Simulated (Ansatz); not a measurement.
# ScBiTe3: the cost of one run

Method: DFT PBE, scalar-relativistic, plane waves, PAW, in Ansatz 0.2.0.

### 1 The system as given

It takes space group P4/mmm (No. 123, tetragonal). Conventional cell: a = 4.970 Å, b = 4.970 Å, c = 6.798 Å, α = 90.00°, β = 90.00°, γ = 90.00°. Sc (site symmetry 4/mmm) has 6 Te at 2.49 to 3.40 Å as nearest neighbours. Around Bi (site symmetry 4/mmm) lie 4 Te at 2.49 Å. Te (site symmetry mmm) is surrounded by 2 Sc at 2.49 Å and 2 Bi at 2.49 Å. Around Te (site symmetry 4/mmm) lie 2 Sc at 3.40 Å.

As a file:

```
CELL_PARAMETERS angstrom
4.97023 0.00000 0.00000
0.00000 4.97023 0.00000
0.00000 0.00000 6.79756
ATOMIC_POSITIONS crystal
Sc 0.50000 0.50000 0.00000
Bi 0.00000 0.00000 0.00000
Te 0.00000 0.50000 0.00000
Te 0.50000 0.00000 0.00000
Te 0.50000 0.50000 0.50000
```

A structure generator made this guess: random cell by space group and Wyckoff sites (P4/mmm, No. 123). Its size is a rough estimate.

### 2 The guess as it stands, on a coarse mesh

File input.yaml:

```yaml
crystal:
  lattice:
    - [4.9702277, 0.0, 0.0]
    - [0.0, 4.9702277, 0.0]
    - [0.0, 0.0, 6.79756285]
  atoms:
    - { symbol: Sc, position: [0.5, 0.5, 0.0] }
    - { symbol: Bi, position: [0.0, 0.0, 0.0] }
    - { symbol: Te, position: [0.0, 0.5, 0.0] }
    - { symbol: Te, position: [0.5, 0.0, 0.0] }
    - { symbol: Te, position: [0.5, 0.5, 0.5] }
basis:
  ecutwfc: 420
kpoints:
  mp_grid: { grid: [4, 4, 4] }
hamiltonian:
  xc: pbe
scf:
  occupations: { method: gaussian, width: 0.1 }
  lower_state_search: "off"
output:
  forces: true
  stress: true
  eigenvalues: true
```

The run is started by

```sh
$ ansatz run input.yaml --threads 1 --pin off --max-ram 2560MiB --backend cpu --events-out ev --progress --plain --runs-dir out
```

Q: Estimate wall time and peak memory on 1 thread of Arm Neoverse V2, shared host.

About 8.5 s, with a peak of 0.46 GiB.
